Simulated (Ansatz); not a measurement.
# ClGeH₅Si: how energies converge with the basis set

The task here is to estimate one member of a computed series from the others.

Method: one geometry, several basis sets; program: Ansatz 0.2.0, Gaussian basis.

The runs, in order: PBE0-D4/def2-SVP; ωB97M-V/def2-SVP; PBE0-D4/def2-QZVPP; ωB97M-V/def2-QZVPP; the functionals' def2-TZVPP values are taken from earlier runs.

### Structure used throughout

All runs share one geometry, relaxed beforehand with PBE0-D4 in a triple-zeta def2 set.

SMILES `[SiH3][GeH2][Cl]`, 8 atoms, charge 0, spin multiplicity 1.

Atoms are counted from 1 here; the program's logs count them from 0.

Bond lengths: Si1–Ge2 2.380 Å, Si1–H4 1.487 Å, Si1–H5 1.484 Å, Si1–H6 1.484 Å, Ge2–Cl3 2.169 Å, Ge2–H7 1.537 Å, Ge2–H8 1.537 Å. Angles: Ge2–Si1–H4 109.5°, Ge2–Si1–H5 108.9°, Ge2–Si1–H6 108.9°, H4–Si1–H5 109.7°, H4–Si1–H6 109.7°, H5–Si1–H6 110.1°, Si1–Ge2–Cl3 106.5°, Si1–Ge2–H7 114.0°, Si1–Ge2–H8 114.0°, Cl3–Ge2–H7 106.1°, Cl3–Ge2–H8 106.1°, H7–Ge2–H8 109.6°.

The first run:

in.yaml

```yaml
crystal:
  periodic: [false, false, false]
  atoms:
    - {symbol: Si, position_ang: [-0.863602, 0.827333, -0.302473]}
    - {symbol: Ge, position_ang: [0.738257, -0.882042, 0.118354]}
    - {symbol: Cl, position_ang: [1.963056, -0.183745, 1.766209]}
    - {symbol: H, position_ang: [-1.744920, 0.416189, -1.427306]}
    - {symbol: H, position_ang: [-0.149819, 2.078736, -0.658856]}
    - {symbol: H, position_ang: [-1.678533, 1.035553, 0.920241]}
    - {symbol: H, position_ang: [1.703099, -1.135245, -1.051170]}
    - {symbol: H, position_ang: [0.124560, -2.213879, 0.579204]}
basis:
  gaussian: {orbitals: def2-SVP}
hamiltonian: {xc: pbe0, dispersion: d4}
output: {orbitals: {seedname: orbitals}}
```

Among the steps run: PBE0-D4 in def2-SVP; ωB97M-V in def2-SVP; PBE0-D4 in def2-QZVPP; ωB97M-V in def2-QZVPP.

One of the session's tables, all rows but one given; the rest of the session is left out.

It belongs to the step «Density functionals: the series». 

```
functional       basis  HOMO (eV)
   PBE0-D4    def2-SVP      -8.06
   PBE0-D4  def2-TZVPP      -8.15
   PBE0-D4  def2-QZVPP      -8.17
   ωB97M-V    def2-SVP     -10.09
   ωB97M-V  def2-TZVPP     -10.22
   ωB97M-V  def2-QZVPP          ?
```

Q: Estimate the row for ωB97M-V, def2-QZVPP from the others.

As computed: HOMO (eV): -10.24. In the column «HOMO (eV)» it is the lowest.
